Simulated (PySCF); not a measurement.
**C4H4FS2+: a tour of settings**

Aim: see how C4H4FS2+ (`Cc1s[cH+]sc1F`) answers to the choice of functional, basis, grid and SCF options.

Computed with PySCF 2.14.0, with density-fitted response routines of our own, on a single molecule in the gas phase. Atoms are numbered from 0 throughout.

1 further run of the same task is left out (for a known fault of the program).

## 1. The molecule as given

11 atoms, charge 1, multiplicity 1; geometry from: GFN2-xTB.

Bonds of the start (Å): C0–C1 1.48, C1–S2 1.73, S2–C3 1.68, C3–S4 1.68, S4–C5 1.74, C5–F6 1.32, C5–C1 1.36, C0–H7 1.09, C0–H8 1.09, C0–H9 1.09, C3–H10 1.08.

## 2. Nuclear shieldings: PBE0/pcSseg-0

What the job is given:

```
{"job": {"kind": "nmr", "xc": "PBE0", "basis": "pcSseg-0", "pop": true, "scf": {"aux": "def2-universal-jkfit"}}, "charge": 1, "multiplicity": 1}
C     -1.714105    -0.443461    -0.022753
C     -0.265576    -0.126540    -0.011396
S      0.929578    -1.375262    -0.137254
C      2.255686    -0.349824    -0.059162
S      1.995848     1.299857     0.091673
C      0.266627     1.120828     0.095000
F     -0.457745     2.213713     0.201424
H     -2.303739     0.466119     0.067226
H     -1.967974    -1.107603     0.802654
H     -1.989519    -0.948070    -0.948134
H      3.256343    -0.747088    -0.105242
```

Level: GIAO PBE0/pcSseg-0 NMR shielding, non-relativistic, gas phase.

Started as:

```sh
OMP_NUM_THREADS=1 python probes_run.py task.json out
```

This one command runs all jobs of the session in turn.

The log of the run:

```text
final grid: 101416 points
cycle   1  E = -1048.5503729038  dE =  1.658e+00  |g| = 5.609e-01  |ddm| = 4.046e+00
cycle   2  E = -1048.4721453157  dE =  7.823e-02  |g| = 8.903e-01  |ddm| = 2.287e+00
cycle   3  E = -1048.6340144120  dE = -1.619e-01  |g| = 1.094e-01  |ddm| = 1.079e+00
cycle   4  E = -1048.6357355896  dE = -1.721e-03  |g| = 6.391e-02  |ddm| = 2.445e-01
cycle   5  E = -1048.6368241366  dE = -1.089e-03  |g| = 2.115e-02  |ddm| = 1.044e-01
cycle   6  E = -1048.6369344717  dE = -1.103e-04  |g| = 5.195e-03  |ddm| = 2.890e-02
cycle   7  E = -1048.6369410323  dE = -6.561e-06  |g| = 1.033e-03  |ddm| = 8.232e-03
cycle   8  E = -1048.6369412978  dE = -2.655e-07  |g| = 4.634e-04  |ddm| = 2.153e-03
cycle   9  E = -1048.6369413516  dE = -5.387e-08  |g| = 3.506e-05  |ddm| = 5.795e-04
cycle  10  E = -1048.6369413519  dE = -2.456e-10  |g| = 2.696e-05  |ddm| = 1.307e-04
converged SCF energy = -1048.6369413519

GIAO shielding tensors (ppm)
atom      isotropic    diamagn.    paramagn.     s11        s22        s33       span
  0 C      178.539     239.026     -60.487    156.018    184.375    195.225     39.207
  1 C       34.920     273.965    -239.045    -32.734      2.819    134.674    167.408
  2 S       87.337    1052.507    -965.170   -202.590     51.849    412.752    615.341
  3 C       -6.962     276.850    -283.812   -144.490    -36.217    159.823    304.313
  4 S      128.506    1050.664    -922.157   -160.107     85.581    460.045    620.152
  5 C       -0.112     256.669    -256.781    -60.227     17.595     42.297    102.525
  6 F      252.172     467.605    -215.434    108.115    207.565    440.835    332.720
  7 H       29.100      26.760       2.340     22.903     29.056     35.341     12.437
  8 H       29.632      25.981       3.651     23.921     27.662     37.314     13.392
  9 H       29.632      25.980       3.653     23.930     27.651     37.316     13.386
 10 H       23.033      29.442      -6.409     20.580     23.844     24.676      4.096
```

Wall time 17 s (1 thread of AMD EPYC, shared host); peak memory 0.46 GiB.

The references, computed at this level on geometries of the same kind, shield at (ppm): ¹H TMS 33.29, ¹³C TMS 195.8, ¹⁹F CFCl3 171.8. Their shielding less the atom's gives the shift. The references are single molecules in the gas phase, so shifts against H2O, NH3, PH3, H3PO4 or CFCl3 are not on the usual liquid scales and can be off by tens of ppm. Atoms listed in one row are averaged.

```tsv
atoms	environment	σ (ppm)	δ (ppm)
C3	aromatic CH between two ring heteroatoms	-7.0	202.8
C5	aromatic carbon bearing fluorine	-0.1	195.9
C1	substituted aromatic carbon next to the ring sulfur	34.9	160.9
C0	methyl carbon on an aromatic ring	178.5	17.3
H10	hydrogen on an aromatic CH between two ring heteroatoms	23.03	10.26
H7, H8, H9	hydrogen on a methyl carbon on an aromatic ring	29.45	3.84
S2	aromatic ring sulfur	87	–
S4	aromatic ring sulfur	129	–
F6	aryl fluorine	252.2	-80.4
```

The run also stored atomic charges by several schemes (e):

```tsv
atoms	Mulliken	IAO	Hirshfeld	ESP fit
C0	-0.60	-0.44	-0.08	-0.67
C1	-0.47	-0.14	0.00	0.10
S2	0.83	0.57	0.34	0.29
C3	-0.80	-0.40	-0.01	-0.28
S4	0.82	0.55	0.34	0.29
C5	0.11	0.14	0.08	0.27
F6	-0.26	-0.15	0.00	-0.09
```

Mayer bond orders: C0–C1 0.94, C1–S2 1.12, S2–C3 1.30, C3–S4 1.26, S4–C5 1.10, C5–F6 0.92, C5–C1 1.48.

Ring of atoms C1, S2, C3, S4, C5: NICS(0) -13.1, NICS(1) -11.6, NICS(1)zz -21.4 ppm (means of both faces).

## 3. Nuclear shieldings: HCTH407/aug-cc-pVDZ

The job, as its differences from that of step 2:

```diff
@@ -1,2 +1,2 @@
-{"job": {"kind": "nmr", "xc": "PBE0", "basis": "pcSseg-0", "pop": true, "scf": {"aux": "def2-universal-jkfit"}}, "charge": 1, "multiplicity": 1}
+{"job": {"kind": "nmr", "xc": "HCTH407", "basis": "aug-cc-pVDZ", "pop": true, "grid": 1, "scf": {"level_shift": 0.2}}, "charge": 1, "multiplicity": 1}
 C     -1.714105    -0.443461    -0.022753
```

With the program's defaults for keys left out, this is: GIAO HCTH407/aug-cc-pVDZ NMR shielding, non-relativistic, gas phase.

The log of the run:

```text
final grid: 48544 points
cycle   1  E = -1050.7689063666  dE =  1.465e+00  |g| = 6.230e-01  |ddm| = 9.010e+00
cycle   2  E = -1050.7152771683  dE =  5.363e-02  |g| = 9.011e-01  |ddm| = 3.260e+00
cycle   3  E = -1050.8555829244  dE = -1.403e-01  |g| = 2.123e-01  |ddm| = 1.353e+00
cycle   4  E = -1050.8670399582  dE = -1.146e-02  |g| = 6.022e-02  |ddm| = 5.297e-01
cycle   5  E = -1050.8677495950  dE = -7.096e-04  |g| = 1.123e-02  |ddm| = 1.424e-01
cycle   6  E = -1050.8677852123  dE = -3.562e-05  |g| = 5.822e-03  |ddm| = 4.225e-02
cycle   7  E = -1050.8677927379  dE = -7.526e-06  |g| = 2.659e-03  |ddm| = 1.411e-02
cycle   8  E = -1050.8677943241  dE = -1.586e-06  |g| = 1.058e-03  |ddm| = 6.663e-03
cycle   9  E = -1050.8677946370  dE = -3.129e-07  |g| = 2.968e-04  |ddm| = 2.148e-03
cycle  10  E = -1050.8677946700  dE = -3.305e-08  |g| = 1.204e-04  |ddm| = 8.405e-04
cycle  11  E = -1050.8677946771  dE = -7.042e-09  |g| = 3.693e-05  |ddm| = 3.247e-04
cycle  12  E = -1050.8677946783  dE = -1.199e-09  |g| = 2.023e-05  |ddm| = 1.562e-04
cycle  13  E = -1050.8677946786  dE = -3.429e-10  |g| = 1.105e-05  |ddm| = 7.566e-05
level shift removed, Fock matrix diagonalised once more
converged SCF energy = -1050.8677946786

GIAO shielding tensors (ppm)
atom      isotropic    diamagn.    paramagn.     s11        s22        s33       span
  0 C      179.509     230.050     -50.541    161.018    183.437    194.073     33.054
  1 C       49.619     192.674    -143.055      2.621     18.806    127.429    124.808
  2 S      171.289    1046.721    -875.432    -14.392    119.216    409.042    423.435
  3 C       31.903     222.501    -190.598    -82.204     16.266    161.648    243.852
  4 S      201.621    1048.636    -847.015     13.094    154.868    436.902    423.808
  5 C       25.923     267.147    -241.225    -20.478     38.475     59.772     80.250
  6 F      266.765     475.563    -208.799    167.505    234.018    398.771    231.265
  7 H       28.319      32.377      -4.058     23.211     28.360     33.387     10.176
  8 H       28.797      25.547       3.249     24.027     26.907     35.455     11.428
  9 H       28.797      25.504       3.293     24.036     26.897     35.458     11.422
 10 H       22.104      42.306     -20.202     19.725     22.154     24.434      4.709
```

Run time: 81 s. Hardware: 1 thread of AMD EPYC, shared host; peak memory 0.68 GiB.

In short: δ C5 167.6, C3 161.7, C1 143.9, C0 14.1, H10 9.75, H7 3.22 ppm (means over like atoms).

## 4. NMR shieldings: KT3/STO-3G

The job, as its differences from that of step 3:

```diff
@@ -1,2 +1,2 @@
-{"job": {"kind": "nmr", "xc": "HCTH407", "basis": "aug-cc-pVDZ", "pop": true, "grid": 1, "scf": {"level_shift": 0.2}}, "charge": 1, "multiplicity": 1}
+{"job": {"kind": "nmr", "xc": "KT3", "basis": "STO-3G", "pop": false}, "charge": 1, "multiplicity": 1}
 C     -1.714105    -0.443461    -0.022753
```

Level: GIAO KT3/STO-3G NMR shielding, non-relativistic, gas phase.

The log of the run:

```text
coarse grid: 11160 points
cycle   1  E = -1048.1045051106  dE =  1.088e+00  |g| = 4.638e-01  |ddm| = 4.820e+00
cycle   2  E = -1046.7507368259  dE =  1.354e+00  |g| = 2.179e+00  |ddm| = 3.334e+00
cycle   3  E = -1048.1474426825  dE = -1.397e+00  |g| = 3.289e-01  |ddm| = 2.913e+00
cycle   4  E = -1048.1738583425  dE = -2.642e-02  |g| = 1.739e-01  |ddm| = 7.904e-01
cycle   5  E = -1048.1847632861  dE = -1.090e-02  |g| = 7.288e-02  |ddm| = 3.702e-01
cycle   6  E = -1048.1865652805  dE = -1.802e-03  |g| = 1.516e-02  |ddm| = 1.230e-01
cycle   7  E = -1048.1866327903  dE = -6.751e-05  |g| = 6.023e-03  |ddm| = 2.799e-02
cycle   8  E = -1048.1866443266  dE = -1.154e-05  |g| = 1.849e-03  |ddm| = 1.085e-02
cycle   9  E = -1048.1866455589  dE = -1.232e-06  |g| = 5.323e-04  |ddm| = 3.959e-03
final grid: 101416 points
cycle  10  E = -1048.2484411346  dE =  2.001e-04  |g| = 2.946e-02  |ddm| = 6.636e-02
cycle  11  E = -1048.2473421477  dE =  1.099e-03  |g| = 6.250e-02  |ddm| = 1.393e-01
cycle  12  E = -1048.2486655405  dE = -1.323e-03  |g| = 1.399e-02  |ddm| = 1.093e-01
cycle  13  E = -1048.2487353123  dE = -6.977e-05  |g| = 1.795e-03  |ddm| = 2.362e-02
cycle  14  E = -1048.2487363390  dE = -1.027e-06  |g| = 3.428e-04  |ddm| = 2.907e-03
cycle  15  E = -1048.2487363730  dE = -3.401e-08  |g| = 1.165e-04  |ddm| = 6.689e-04
cycle  16  E = -1048.2487363771  dE = -4.027e-09  |g| = 6.084e-05  |ddm| = 3.160e-04
cycle  17  E = -1048.2487363788  dE = -1.744e-09  |g| = 5.686e-06  |ddm| = 1.288e-04
cycle  18  E = -1048.2487363788  dE = -2.092e-11  |g| = 2.454e-06  |ddm| = 1.458e-05
converged SCF energy = -1048.2487363788

GIAO shielding tensors (ppm)
atom      isotropic    diamagn.    paramagn.     s11        s22        s33       span
  0 C      209.678     243.706     -34.029    196.919    209.197    222.917     25.999
  1 C      115.537     257.318    -141.782     77.147     93.931    175.532     98.385
  2 S      438.650    1041.875    -603.225    251.400    407.163    657.386    405.986
  3 C       88.705     258.147    -169.441     -4.139     79.813    190.441    194.581
  4 S      459.806    1041.234    -581.428    272.733    390.459    716.226    443.493
  5 C      100.138     261.446    -161.308     81.401     95.349    123.665     42.264
  6 F      268.014     451.171    -183.157    129.263    219.036    455.744    326.481
  7 H       29.783      29.487       0.296     23.092     29.314     36.943     13.850
  8 H       30.141      28.994       1.147     24.739     27.645     38.038     13.299
  9 H       30.141      28.987       1.154     24.747     27.636     38.039     13.292
 10 H       23.362      28.274      -4.912     21.050     23.720     25.318      4.268
```

Wall time 15 s (1 thread of AMD EPYC, shared host); peak memory 0.47 GiB.

Key values: δ C3 140.9, C5 129.5, C1 114.1, C0 20.0, H10 9.70, H7 3.05 ppm (means over like atoms).

## 5. Shielding tensors: BLYP/6-31G

The job, as its differences from that of step 4:

```diff
@@ -1,2 +1,2 @@
-{"job": {"kind": "nmr", "xc": "KT3", "basis": "STO-3G", "pop": false}, "charge": 1, "multiplicity": 1}
+{"job": {"kind": "nmr", "xc": "BLYP", "basis": "6-31G", "pop": false, "grid": 3, "scf": {"aux": "def2-universal-jkfit"}}, "charge": 1, "multiplicity": 1}
 C     -1.714105    -0.443461    -0.022753
```

Method: GIAO BLYP/6-31G NMR shielding, non-relativistic, gas phase.

The log of the run:

```text
final grid: 147728 points
cycle   1  E = -1050.4152907903  dE =  1.557e+00  |g| = 5.990e-01  |ddm| = 3.887e+00
cycle   2  E = -1050.0084853870  dE =  4.068e-01  |g| = 1.545e+00  |ddm| = 2.458e+00
cycle   3  E = -1050.4721075942  dE = -4.636e-01  |g| = 3.142e-01  |ddm| = 1.724e+00
cycle   4  E = -1050.4943637562  dE = -2.226e-02  |g| = 1.578e-01  |ddm| = 5.556e-01
cycle   5  E = -1050.5004877126  dE = -6.124e-03  |g| = 7.538e-02  |ddm| = 2.395e-01
cycle   6  E = -1050.5018219796  dE = -1.334e-03  |g| = 2.111e-02  |ddm| = 9.444e-02
cycle   7  E = -1050.5019385538  dE = -1.166e-04  |g| = 6.468e-03  |ddm| = 2.760e-02
cycle   8  E = -1050.5019474578  dE = -8.904e-06  |g| = 2.654e-03  |ddm| = 1.123e-02
cycle   9  E = -1050.5019501062  dE = -2.648e-06  |g| = 4.465e-04  |ddm| = 4.903e-03
cycle  10  E = -1050.5019501705  dE = -6.427e-08  |g| = 1.394e-04  |ddm| = 1.081e-03
cycle  11  E = -1050.5019501767  dE = -6.264e-09  |g| = 1.984e-05  |ddm| = 2.439e-04
cycle  12  E = -1050.5019501768  dE = -7.594e-11  |g| = 5.360e-06  |ddm| = 4.388e-05
converged SCF energy = -1050.5019501768

GIAO shielding tensors (ppm)
atom      isotropic    diamagn.    paramagn.     s11        s22        s33       span
  0 C      178.727     245.709     -66.982    159.886    182.480    193.816     33.931
  1 C       46.888     266.752    -219.865      1.883     11.693    127.088    125.205
  2 S      149.215    1057.888    -908.672    -54.966    111.656    390.956    445.922
  3 C       25.679     272.177    -246.498    -86.508      7.466    156.079    242.587
  4 S      183.118    1056.237    -873.119    -30.991    134.495    445.851    476.842
  5 C       20.631     259.683    -239.052    -22.202     31.816     52.278     74.479
  6 F      242.321     469.617    -227.296    120.893    206.860    399.211    278.318
  7 H       29.356      29.303       0.054     23.494     29.641     34.934     11.440
  8 H       29.753      28.253       1.500     24.653     27.992     36.614     11.961
  9 H       29.753      28.246       1.507     24.661     27.982     36.617     11.956
 10 H       23.253      28.619      -5.366     20.711     24.089     24.958      4.247
```

Wall time 29 s (1 thread of AMD EPYC, shared host); peak memory 0.49 GiB.

In short: δ C5 172.2, C3 167.2, C1 145.9, C0 14.1, H10 9.83, H7 3.46 ppm (means over like atoms).

## 6. Side by side: NMR shifts

Shifts (ppm), means over like atoms, with basis size and wall time:

```tsv
run	C3	C5	C1	C0	H10	H7	F6	functions	time
PBE0/pcSseg-0	202.8	195.9	160.9	17.3	10.26	3.84	-80.4	79	17 s
HCTH407/aug-cc-pVDZ	161.7	167.6	143.9	14.1	9.75	3.22	-98.8	205	81 s
KT3/STO-3G	140.9	129.5	114.1	20.0	9.70	3.05	-3.3	47	15 s
BLYP/6-31G	167.2	172.2	145.9	14.1	9.83	3.46	-106.7	79	29 s
```

## 7. Summary of results

```
                                                              quantity                                            value
                                ¹³C shifts against TMS (PBE0/pcSseg-0)                    202.8, 195.9, 160.9, 17.3 ppm
¹H shifts against TMS (PBE0/pcSseg-0, means over atoms taken as alike)                                  10.26, 3.84 ppm
                              ¹⁹F shifts against CFCl3 (PBE0/pcSseg-0)                                        -80.4 ppm
                                       shieldings of S (PBE0/pcSseg-0)                            S2 87.3, S4 128.5 ppm
                                              range of the shift of F6                               -106.7 to -3.3 ppm
                                         property runs in this session  4, of which 0 failed and 1 gave unsound results
```

Single values in the summary come from the first run of each kind that ended normally (PBE0/pcSseg-0), which need not be the best level. NICS(1)zz of -21 ppm above the planar ring from C1 marks a diatropic (aromatic) ring current. Among the atoms with a shift in every run: Across the 4 runs the shift of F6 moves most, between -106.7 (BLYP/6-31G) and -3.3 ppm (KT3/STO-3G). A minimal basis is unusable for shieldings, so that end is no result. Most of that comes from the computed reference, not from the atom's own shielding.
